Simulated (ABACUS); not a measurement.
A run of ABACUS 3.10.1 is set up as follows.

Contents of INPUT:

```
INPUT_PARAMETERS
suffix              SiO2
calculation         nscf
basis_type          pw
pseudo_dir          ./
symmetry            -1
dft_functional      pbesol
ecutwfc             40.0
pseudo_rcut         10
nspin               1
nbands              26
ks_solver           dav
smearing_method     fd
smearing_sigma      0.00367493
scf_thr             1e-08
scf_nmax            100
mixing_type         broyden
mixing_beta         0.7
ecutrho             320.0
init_chg            file
pw_diag_thr         1e-07
out_band            1
kpar                4
```

The input STRU:

```
ATOMIC_SPECIES
Si 28.0850 si_pbe_v1.uspp.F.UPF
O 15.9990 o_pbe_v1.2.uspp.F.UPF

LATTICE_CONSTANT
1.8897261246

LATTICE_VECTORS
4.2331690000 0.0000000000 0.0000000000
0.0000000000 4.2331690000 0.0000000000
0.0000000000 0.0000000000 2.6934950000

ATOMIC_POSITIONS
Direct

Si
0.0
2
0.0000000000 0.0000000000 0.0000000000 1 1 1
0.5000000000 0.5000000000 0.5000000000 1 1 1

O
0.0
4
0.8068390000 0.1931610000 0.5000000000 1 1 1
0.1931610000 0.8068390000 0.5000000000 1 1 1
0.3068390000 0.3068390000 0.0000000000 1 1 1
0.6931610000 0.6931610000 0.0000000000 1 1 1
```

KPT

```
K_POINTS
12
Line
0.00000000 0.00000000 0.00000000 6 // G
0.00000000 0.50000000 0.00000000 6 // X
0.50000000 0.50000000 0.00000000 6 // M
0.00000000 0.00000000 0.00000000 6 // G
0.00000000 0.00000000 0.50000000 6 // Z
0.00000000 0.50000000 0.50000000 6 // R
0.50000000 0.50000000 0.50000000 6 // A
0.00000000 0.00000000 0.50000000 1 // Z
0.00000000 0.50000000 0.00000000 6 // X
0.00000000 0.50000000 0.50000000 1 // R
0.50000000 0.50000000 0.00000000 6 // M
0.50000000 0.50000000 0.50000000 1 // A
```

Potentials or basis: GBRV ultrasoft 1.5 PBE, plane waves.

The run is started by

```console
$ OMP_NUM_THREADS=1 mpirun -np 4 abacus > log
```

Q: Estimate the band gap along the path.

A: 4.97 eV, direct.

Levels at the corners of the path, in eV from the Fermi level:
```csv
point,band 14,band 15,band 16,band 17,band 18
Γ,-2.11,-2.11,-1.25,3.72,5.16
X,-3.89,-2.31,-2.31,5.96,5.96
M,-3.84,-3.46,-3.46,5.66,5.66
Γ,-2.11,-2.11,-1.25,3.72,5.16
Z,-4.21,-3.86,-3.86,7.32,7.32
R,-3.49,-2.96,-2.96,7.09,7.09
A,-3.00,-2.75,-2.75,5.48,5.48
Z,-4.21,-3.86,-3.86,7.32,7.32
X,-3.89,-2.31,-2.31,5.96,5.96
R,-3.49,-2.96,-2.96,7.09,7.09
M,-3.84,-3.46,-3.46,5.66,5.66
A,-3.00,-2.75,-2.75,5.48,5.48
```

Caveat: the density is read from an earlier self-consistent run, whose mesh may be coarse.
